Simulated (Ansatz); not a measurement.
**Os: the crystal squeezed far**

An exercise on one series of results from a longer session: the logs are not shown, and one member is left open.

Computed with Ansatz 0.2.0 (DFT LDA, with the methods named in each step, unless a step's input says otherwise).

1 further run of the same task is left out (it didn't finish). Runs told in other sessions of the task aren't counted.

## Starting point

Symmetry: Pm-3m, No. 221, cubic system. The conventional cell has a = 2.455 Å, b = 2.455 Å, c = 2.455 Å, α = 90.00°, β = 90.00°, γ = 90.00°. Os (site symmetry m-3m) is surrounded by 6 Os at 2.46 Å.

Structure file:

```cif
data_structure
_symmetry_space_group_name_H-M 'Pm-3m'
_symmetry_Int_Tables_number 221
_cell_length_a 2.4550
_cell_length_b 2.4550
_cell_length_c 2.4550
_cell_angle_alpha 90.000
_cell_angle_beta 90.000
_cell_angle_gamma 90.000
_cell_volume 14.80
loop_
_atom_site_label
_atom_site_type_symbol
_atom_site_symmetry_multiplicity
_atom_site_Wyckoff_symbol
_atom_site_fract_x
_atom_site_fract_y
_atom_site_fract_z
_atom_site_occupancy
Os1 Os 1 a 0.00000 0.00000 0.00000 1
```

The file gives the conventional cell by its symmetry; the runs use the cell typed in the input.

Whether this phase is the stable one at these pressures isn't tested.

Set-up of the first run:

Contents of input.yaml:

```yaml
crystal:
  lattice:
    - [2.4550405735, 0.0, 0.0]
    - [0.0, 2.4550405735, 0.0]
    - [0.0, 0.0, 2.4550405735]
  atoms:
    - { symbol: Os, position: [0.0, 0.0, 0.0] }
kpoints:
  mp_grid: { grid: [17, 17, 17] }
scf:
  occupations: { method: fermi_dirac, width: 0.05 }
hamiltonian:
  xc: lda
  pseudopotentials: { kind: paw }
output:
  forces: true
  stress: true
relax:
  f_tol: 0.005
  max_steps: 40
  cell: {}
```

On the command line:

```bash
ansatz run input.yaml --threads 1 --pin off --max-ram 2048MiB --backend cpu --events-out ev --progress --plain --runs-dir out
```

Among the steps run: Cell relaxed at zero pressure, PAW; Volume scaled by 1, PAW; Volume scaled by 0.92, PAW; Volume scaled by 0.84, PAW; Volume scaled by 0.76, PAW; Volume scaled by 0.68, PAW; Volume scaled by 0.68, PAW (source ansatz); Volume scaled by 0.6, PAW; Volume scaled by 0.52, PAW; Volume scaled by 0.45, PAW; Volume scaled by 0.45, PAW (core large).

One table of the session follows, with a row left open; its other results are not shown here.

 The rows PAW, 0.45 and PAW (core large), 0.45 agree to the last digit and may rest on the same set-up.

| method | volume over the first | volume (Å³/atom) | pressure (GPa) |
| --- | --- | --- | --- |
| PAW | 1 | 15.941 | -0.01 |
| PAW | 0.92 | 14.666 | 31.15 |
| PAW | 0.84 | 13.391 | 79.95 |
| PAW | 0.76 | 12.115 | 157.53 |
| PAW | 0.68 | 10.840 | 283.80 |
| PAW | 0.6 | 9.565 | 495.25 |
| PAW | 0.52 | ? | ? |
| PAW | 0.45 | 7.174 | 1451.23 |
| PAW (core large) | 0.45 | 7.174 | 1451.23 |
| PAW (source ansatz) | 0.68 | 10.840 | 284.14 |

Q: Estimate the row for PAW, 0.52 from the others.

**Answer.** volume (Å³/atom): 8.290; pressure (GPa): 866.61. In the column «volume (Å³/atom)» it lies between PAW (core large), 0.45 (7.174) and PAW, 0.6 (9.565).

Limits of these values: Warnings in the runs' records: pseudo functional mismatch, datasets by core.
